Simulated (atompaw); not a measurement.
# Samarium: generating and testing a PAW (atompaw) potential

Aim: build the potential from the settings below, then test how well it stands in for the atom: scattering, ghost states and the plane-wave cutoff that it needs.

The numbers are computed with atompaw 4.2.0.5 (PBEsol, scalar-relativistic, spin-unpolarised reference atom).

**1. Starting point**

Typed settings, in words:

```
element                 : samarium (Sm, Z = 62)
type                    : PAW
frozen core             : [Kr] 4d10 4f5
valence charge          : 11
reference configuration : 5s2 5p6 5d1 6s0 6p0 (charge +2)
partial waves           : 5s (bound): rc 2.05 bohr; 6s (bound, empty): rc 2.95 bohr; 5p (bound): rc 2.30 bohr; 6p (bound, empty): rc 2.95 bohr; 5d (bound): rc 2.95 bohr; 5d channel at 3.55 Ry: rc 2.95 bohr
local potential         : troulliermartins scheme with l = 3 at -0.5 Ry, radius 2.50 bohr
core correction         : smooth core density matched at 2.75 bohr
augmentation charge     : sinc compensation charge, radius 2.15 bohr; PAW radius 2.95 bohr; waves and projectors: custom polynom2 7 10 vanderbiltortho
```

An earlier all-electron run gives the scale for the radii.

All-electron outer shells of the reference configuration (PBEsol, scalar-relativistic, ld1.x):

| shell | level (eV) | outermost node (bohr) | outermost maximum (bohr) |
| --- | --- | --- | --- |
| 5s | -60.21 | 0.68 | 1.25 |
| 5p | -39.42 | 0.73 | 1.42 |
| 4f | -21.46 | – | 0.61 |
| 5d | -15.10 | 0.83 | 1.94 |
| 6s | -14.47 | 1.65 | 3.15 |
| 6p | -10.35 | 1.93 | 3.85 |
| 5f | -4.27 | 1.38 | 5.74 |

**2. The generation run**

Input file Sm.input:

```
Sm 62
GGA-PBESOL scalarrelativistic loggrid 2001 logderivrange -6 5 276
6 6 5 4 0 0
6 0 0
6 1 0
5 2 1
4 3 5
0 0 0
c
c
c
c
v
v
c
c
c
v
v
c
c
v
c
2
2.95 2.15 2.50 2.75
n
n
y
3.55
n
custom polynom2 7 10 vanderbiltortho sinc
3 -0.5 troulliermartins
2.05
2.95
2.30
2.95
2.95
2.95
PWSCFOUT
UPFDX 0.0125d0 UPFXMIN -7.d0 UPFZMESH 62.d0
END
```

Started as:

```sh
$ atompaw < Sm.input > Sm.log
```

What does the calculation give? Wanted: cutoffs for 10 and 1 mRy, occupied levels; bound ghosts; largest phase difference near zero energy, channels read; lowest eigenvalue of the overlap; share of valence orbitals outside the PAW sphere; UPF file.

As calculated:

| quantity | value |
| --- | --- |
| cutoffs for 10 and 1 mRy, occupied levels | 21 Ry and 35 Ry |
| bound ghosts | s at -44.77 eV |
| largest phase difference near zero energy, channels read | 2.609 rad |
| lowest eigenvalue of the overlap (Bessel basis) | 0.118 (s) |
| share of valence orbitals outside the PAW sphere | 5s 0 %, 6s 67 %, 5p 2 %, 6p 85 %, 5d 24 % |
| UPF file | written |

**Reading.** It has a bound ghost (s), a state that the atom doesn't have, and that rules the file out. By its cutoff, 21 Ry for the looser tolerance, it is soft on the atom at that tolerance. Near zero energy the largest phase difference among the channels read is 2.61 rad, in the p channel. The pseudo curves have poles with no partner nearby in the atom's: s at -3.29 Ry, p at -0.01 Ry. Note that the frozen 4f shell (-21 eV) lies higher than the valence 5s shell (-60 eV). All of this concerns the isolated atom, not yet a solid.
